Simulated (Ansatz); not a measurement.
# MoSe: the cost of one run

Computed with Ansatz 0.2.0 (DFT r²SCAN, scalar-relativistic, plane waves, PAW, unless a step's input says otherwise).

1 further run of the same task is left out (it didn't finish). Runs told in other sessions of the task aren't counted.

## Step 1: The system as given

The structure is cubic, space group F-43m (No. 216). Conventional cell: a = 5.663 Å, b = 5.663 Å, c = 5.663 Å, α = 90.00°, β = 90.00°, γ = 90.00°. Around Mo (site symmetry -43m) lie 4 Se at 2.45 Å. Se (site symmetry -43m) is surrounded by 4 Mo at 2.45 Å.

Structure file:

```xyz
2
Lattice="0.0000 2.8314 2.8314 2.8314 0.0000 2.8314 2.8314 2.8314 0.0000" Properties=species:S:1:pos:R:3 pbc="T T T"
Mo    0.0000    0.0000    0.0000
Se    1.4157    1.4157    1.4157
```

This cell comes from an earlier session at r²SCAN: 22.700 Å³/atom at 0.00 GPa, on a 10×10×10 mesh.

The changes: atom 2 (Se) moved 0.02 Å along z; strain e3 = +0.03, atoms carried along; all atoms moved at random (σ = 0.06 Å), cell strained at random (1 %).

## Step 2: Atom 2 (Se) moved 0.02 Å along z

File input.yaml:

```yaml
crystal:
  lattice:
    - [0.0, 2.8314484773, 2.8314484773]
    - [2.8314484773, 0.0, 2.8314484773]
    - [2.8314484773, 2.8314484773, 0.0]
  atoms:
    - { symbol: Mo, position: [0.0, 0.0, 0.0], spin: 1.02 }
    - { symbol: Se, position: [0.2535317612, 0.2535317612, 0.2464682388] }
basis:
  ecutwfc: 500
  ecutrho_ratio: 4
kpoints:
  mp_grid: { grid: [10, 10, 10] }
hamiltonian:
  xc: r2scan
scf:
  occupations: { method: gaussian, width: 0.05 }
output:
  forces: true
  stress: true
  eigenvalues: true
  populations: true
  write_density: true
  write_potential: true
  elf: true
  volumetric_format: npy
magnetization:
  spin_polarized: true
checkpoint:
  read: start.run
  write: ck
  compress: false
  write_wavefunctions: false
  write_every: 100000
```

start.run holds the converged state of the cell before the atoms were moved.

Command:

```
$ ansatz run input.yaml --threads 2 --pin off --max-ram 2662MiB --backend cpu --events-out ev --progress --plain --runs-dir out
```

Q: Estimate wall time and peak memory on 2 threads of Arm Neoverse V2, shared host.

About 38 s, with a peak of 0.74 GiB.
